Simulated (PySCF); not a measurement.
# C4H14BN: the cost of one run

Computed with PySCF 2.14.0, with density-fitted response routines of our own, on a single molecule, in the gas phase or a continuum. Atoms are numbered from 0 throughout.

## (1) The molecule as given

20 atoms, charge 0, multiplicity 1; geometry from: GFN2-xTB. The atoms were then displaced at random by about 0.01 Å, so the start is not that level's minimum.

Bonds of the start (Å): C0–C1 1.53, C1–B2 1.62, B2–C3 1.65, B2–N4 1.67, N4–C5 1.46, C0–H6 1.07, C0–H7 1.09, C0–H8 1.09, C1–H9 1.10, C1–H10 1.10, B2–H11 1.19, C3–H12 1.12, C3–H13 1.04, C3–H14 1.11, N4–H15 0.99, N4–H16 1.02, C5–H17 1.09, C5–H18 1.08, C5–H19 1.08.

## (2) Geometry optimisation at PBE0-D3(BJ)/def2-SVP

The job: settings as JSON, then the geometry in Å.

```
{"job": {"xc": "PBE0", "basis": "def2-SVP", "d3": "d3bj", "grid": 1, "shake": 0.01, "kind": "geom"}, "charge": 0, "multiplicity": 1}
C     -2.143180    -0.569060    -1.006790
C     -1.577410     0.184910     0.194170
B     -0.028680     0.630970     0.032240
C      0.582100     1.387550     1.363720
N      0.819160    -0.801650    -0.072160
C      2.209350    -0.700190    -0.492200
H     -1.708850    -1.533970    -1.150020
H     -3.222260    -0.686700    -0.904200
H     -1.997380     0.038580    -1.898870
H     -1.726640    -0.437410     1.093850
H     -2.181330     1.082950     0.369060
H      0.222020     1.212270    -0.971160
H     -0.009270     2.330900     1.519870
H      1.590290     1.643690     1.313410
H      0.407570     0.780310     2.272770
H      0.287570    -1.352840    -0.702870
H      0.759690    -1.202390     0.860470
H      2.683310    -1.679420    -0.531600
H      2.247960    -0.247260    -1.469800
H      2.734960    -0.065860     0.210210
```

Started as:

```console
OMP_NUM_THREADS=1 python probes_run.py task.json out
```

This one command runs all jobs of the session in turn.

**Question.** How long does this first job take on 1 thread of Arm Neoverse V1, shared host, and how much memory does it need?

About 88 s, with a peak of 0.64 GiB.
